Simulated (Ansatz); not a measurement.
# SiH4S (sulfanylsilane) at PBE0/STO-3G

What is the electronic atomisation energy of SiH4S (sulfanylsilane) at PBE0/STO-3G? 

Program for the calculation: Ansatz 0.2.0.

45 further runs of the same task are left out: 1 that didn't finish, 44 set aside as unsound or not needed.

### 1 The molecule

SiH4S: 6 atoms, total charge 0, spin state singlet. As SMILES, `[SiH3]S`. The coordinates come from a PBE0-D4/def2-TZVP relaxation.

Bond lengths: Si1–S2 2.137 Å, Si1–H3 1.485 Å, Si1–H4 1.482 Å, Si1–H5 1.485 Å, S2–H6 1.344 Å. Angles: Si1–S2–H6 94.7°, S2–Si1–H3 111.6°, S2–Si1–H4 104.8°, S2–Si1–H5 111.6°, H3–Si1–H4 110.0°, H3–Si1–H5 108.8°, H4–Si1–H5 110.0°.

### 2 The energy at PBE0/STO-3G

run.yaml reads:

```yaml
crystal:
  periodic: [false, false, false]
  atoms:
    - {symbol: Si, position_ang: [-0.169800, -0.263400, -0.436000]}
    - {symbol: S, position_ang: [0.907300, -0.012600, 1.392800]}
    - {symbol: H, position_ang: [-1.629800, -0.074300, -0.241600]}
    - {symbol: H, position_ang: [0.108600, -1.658300, -0.852500]}
    - {symbol: H, position_ang: [0.299800, 0.681200, -1.481100]}
    - {symbol: H, position_ang: [0.526100, 1.263300, 1.572300]}
basis:
  gaussian:
    orbitals: STO-3G
hamiltonian:
  xc: {name: PBE0}
accuracy: high
```

On the command line:

```
$ ansatz run run.yaml --threads 1 --pin off --max-ram 2610MiB --events-out events.jsonl --progress --plain --runs-dir runs
```

Standard output:

```text
Warning: RAYON_NUM_THREADS=1 ignored (pool sized by the plan → 1); use --threads N
Functional definition: PBE0
  name "PBE0"
  parameter a = 0.25
  parameter kappa = 0.804
  parameter beta = 0.06672455060314922
  exchange = (1 - a)*pbe_x(kappa = kappa, mu = beta*pi^2/3) + a*exact_x
  correlation = pbe_c(beta = beta)
388 factors; integrals over basis functions are off by at most 1.9e-8 eV
mean field evaluation 1: about -18559.1138 eV, gradient 1.5e1 eV
mean field evaluation 2: about -18559.5165 eV, gradient 1.2e1 eV
mean field evaluation 4: about -18560.0236 eV, gradient 1.1e-1 eV
mean field evaluation 8: about -18559.9822 eV, gradient 2.9e-4 eV
mean field -18559.98217138 eV, -682.0667643905 hartree, gradient 2.2e-8 eV, S^2 0.000000; 0 other end points of the search recorded, 0 dependent functions left out
reference -18559.98217277 eV, -682.0667644417 hartree; 17, 17 occupied and 5, 5 virtual orbitals, 388 factors
Total energy: -18559.98217277 eV, -682.0667644417 hartree
```

Run time: 1.1 s. Hardware: 1 thread of Arm Neoverse V2, shared host; peak memory 0.099 GiB.

### 3 The H atom, same level

input.yaml reads:

```yaml
crystal:
  periodic: [false, false, false]
  atoms:
    - symbol: H
      position_ang: [0.000000, 0.000000, 0.000000]
basis:
  gaussian: {orbitals: STO-3G}
hamiltonian: {xc: {name: PBE0}}
accuracy: high
magnetization: {spin_polarized: true, initial_magnetization: 1}
```

Run the same way, it converges to -0.46651 Eh (log not shown).

### 4 The S atom, same level

job.yaml reads:

```yaml
crystal:
  periodic: [false, false, false]
  atoms:
    - {symbol: S, position_ang: [0.000000, 0.000000, 0.000000]}
basis:
  gaussian:
    orbitals: STO-3G
magnetization:
  spin_polarized: true
  initial_magnetization: 2
hamiltonian:
  xc: {name: PBE0}
accuracy: high
```

On the command line:

```
$ ansatz run job.yaml --threads 1 --pin off --max-ram 2610MiB --events-out events.jsonl --progress --plain --runs-dir runs
```

Standard output, shortened:

```text
Warning: RAYON_NUM_THREADS=1 ignored (pool sized by the plan → 1); use --threads N
[... 7 set-up lines as earlier in the session ...]
42 factors; integrals over basis functions are off by at most 2.4e-9 eV
mean field evaluation 1: about -10708.9290 eV, gradient 2.1e-1 eV
mean field evaluation 2: about -10708.9291 eV, gradient 1.3e-3 eV
mean field evaluation 4: about -10708.9295 eV, gradient 7.6e-7 eV
mean field evaluation 8: about -10708.9295 eV, gradient 2.1e-9 eV
mean field -10708.92948150 eV, -393.5458996719 hartree, gradient 2.1e-9 eV, S^2 2.000000; 0 other end points of the search recorded, 0 dependent functions left out
reference -10708.92948220 eV, -393.5458996979 hartree; 9, 7 occupied and 0, 2 virtual orbitals, 42 factors
Total energy: -10708.92948220 eV, -393.5458996979 hartree
```

Run time: 0.24 s. Hardware: 1 thread of Arm Neoverse V2, shared host.

### 5 The Si atom, same level

job.yaml reads:

```yaml
crystal:
  periodic: [false, false, false]
  atoms:
    - {symbol: Si, position_ang: [0.000000, 0.000000, 0.000000]}
basis:
  gaussian:
    orbitals: STO-3G
total_charge: 0
magnetization:
  spin_polarized: true
  initial_magnetization: 2
hamiltonian:
  xc: {name: PBE0}
accuracy: high
```

Run the same way, it converges to -285.82313 Eh (log not shown).

### 6 Results

At PBE0/STO-3G:

```
                     quantity          value
       molecule: total energy  -682.06676 Eh
         H atom: total energy    -0.46651 Eh
                 H atom: ⟨S²⟩          0.750
         S atom: total energy  -393.54590 Eh
                 S atom: ⟨S²⟩          2.000
        Si atom: total energy  -285.82313 Eh
                Si atom: ⟨S²⟩          2.000
electronic atomisation energy      22.632 eV
```

What this shows: Taking the molecule apart into free atoms costs 22.63 eV (2184 kJ/mol), before zero-point energy and without spin-orbit coupling. In a minimal basis such a difference can be off by several eV, whatever the method.
